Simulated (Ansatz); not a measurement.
# Tl3Hg3Mo: the cost of one run

Program: Ansatz 0.2.0. Level of theory: DFT PBE, scalar-relativistic, plane waves, PAW. These are calculated values, not measurements.

## Step 1: Starting point

It takes space group Pm-3m (No. 221, cubic). The conventional cell has a = 6.120 Å, b = 6.120 Å, c = 6.120 Å, α = 90.00°, β = 90.00°, γ = 90.00°. Tl (site symmetry 4/mmm) has 4 Hg at 3.06 Å and 2 Mo at 3.06 Å in its first shell of neighbours. Around Hg (site symmetry 4/mmm) lie 4 Tl at 3.06 Å. Around Mo (site symmetry m-3m) lie 6 Tl at 3.06 Å.

Coordinates:

```xyz
7
Lattice="6.1197 0.0000 0.0000 0.0000 6.1197 0.0000 0.0000 0.0000 6.1197" Properties=species:S:1:pos:R:3 pbc="T T T"
Tl    0.0000    3.0599    3.0599
Tl    3.0599    0.0000    3.0599
Tl    3.0599    3.0599    0.0000
Hg    3.0599    0.0000    0.0000
Hg    0.0000    3.0599    0.0000
Hg    0.0000    0.0000    3.0599
Mo    3.0599    3.0599    3.0599
```

The cell is invented: random cell by space group and Wyckoff sites (Pm-3m, No. 221). Lengths come from tabulated atomic sizes and are only a guess.

## Step 2: The guess as it stands, on a coarse mesh

Contents of input.yaml:

```yaml
crystal:
  lattice:
    - [6.11971262, 0.0, 0.0]
    - [0.0, 6.11971262, 0.0]
    - [0.0, 0.0, 6.11971262]
  atoms:
    - { symbol: Tl, position: [0.0, 0.5, 0.5] }
    - { symbol: Tl, position: [0.5, 0.0, 0.5] }
    - { symbol: Tl, position: [0.5, 0.5, 0.0] }
    - { symbol: Hg, position: [0.5, 0.0, 0.0] }
    - { symbol: Hg, position: [0.0, 0.5, 0.0] }
    - { symbol: Hg, position: [0.0, 0.0, 0.5] }
    - { symbol: Mo, position: [0.5, 0.5, 0.5] }
basis:
  ecutwfc: 420
kpoints:
  mp_grid: { grid: [4, 4, 4] }
hamiltonian:
  xc: pbe
scf:
  occupations: { method: gaussian, width: 0.1 }
  lower_state_search: "off"
output:
  forces: true
  stress: true
  eigenvalues: true
```

Command:

```
$ ansatz run input.yaml --threads 1 --pin off --max-ram 2560MiB --backend cpu --events-out ev --progress --plain --runs-dir out
```

Q: Estimate wall time and peak memory on 1 thread of Intel Xeon at 2.50GHz (Skylake/Cascade Lake), shared host.

About 20 s, with a peak of 0.55 GiB.
